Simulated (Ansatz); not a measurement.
What does this script print? It uses Ansatz 0.2.0, Python API.

The script, `run_tae.py`:
```python
"""Energy to split CH2BrNSi into its atoms."""

from collections import Counter

import ansatz as az

BASIS_SET = "def2-SVP"
XC = "r2SCAN"


def energy_of(molecule, charge=0, unpaired=0):
    calc = (
        molecule.calculation()
        .basis(gaussian=BASIS_SET)
        .functional(XC)
    )
    if charge:
        calc = calc.charge(charge)
    if unpaired:
        calc = calc.spin("collinear", total=unpaired)
    report = calc.run(threads=1, pin="off").report
    if report["published_state_doubts"]:
        print("  doubts:", report["published_state_doubts"])
    return report["free_energy_ev"]

GEOMETRY = """
Br   -1.85860   -0.71650   -1.40400
Si   -0.10280    0.29700   -0.64070
C     0.16350    0.14500    1.05440
N     0.73530   -0.87710    0.50240
H     0.96090    0.57950   -1.65850
H     0.14370    0.50810    2.10020
"""

mol = az.Crystal.molecule()
for line in GEOMETRY.strip().splitlines():
    symbol, *xyz = line.split()
    mol = mol.atom(symbol, [float(v) for v in xyz])

# unpaired electrons of the ground-state atoms
unpaired = {"Br": 1, "Si": 2, "C": 2, "N": 3, "H": 1}
counts = Counter(site.symbol for site in mol.cartesian_sites)
atom_energy = {s: energy_of(az.Crystal.molecule().atom(s, (0, 0, 0)), 0, unpaired[s]) for s in counts}
whole = energy_of(mol, 0, 0)
for s, e in atom_energy.items():
    print(f"{s:2s} x{counts[s]}  {e:14.5f} eV")
print(f"CH2BrNSi: {whole:.5f} eV")
split = sum(counts[s] * e for s, e in atom_energy.items()) - whole
print(f"atomisation energy (no zero-point term): {96.485332 * split:.1f} kJ/mol, {split / sum(counts.values()):.3f} eV an atom")
```

`python run_tae.py` gives:
```text
Br x1    -70036.32571 eV
Si x1     -7870.75192 eV
C  x1     -1028.24726 eV
N  x1     -1483.43974 eV
H  x2       -13.58417 eV
CH2BrNSi: -80467.24087 eV
atomisation energy (no zero-point term): 2055.9 kJ/mol, 3.551 eV an atom
```

2055.9 kJ/mol from the electronic energies, without the zero-point term.

What to keep in mind:
- Total energies depend on the basis set; only differences at equal settings carry meaning.
- The geometry is a force-field or estimated start, not a minimum of this method, and the basis set is short of its limit. All parts are taken at fixed geometry, without zero-point energy.
- The spin-orbit lowering of heavy atoms is left out.
- Run time: 9 s on 1 thread of Arm Neoverse V2 (shared host), peak memory 0.2 GiB.

(Lines on the test bed's own set-up are left out of the output.)
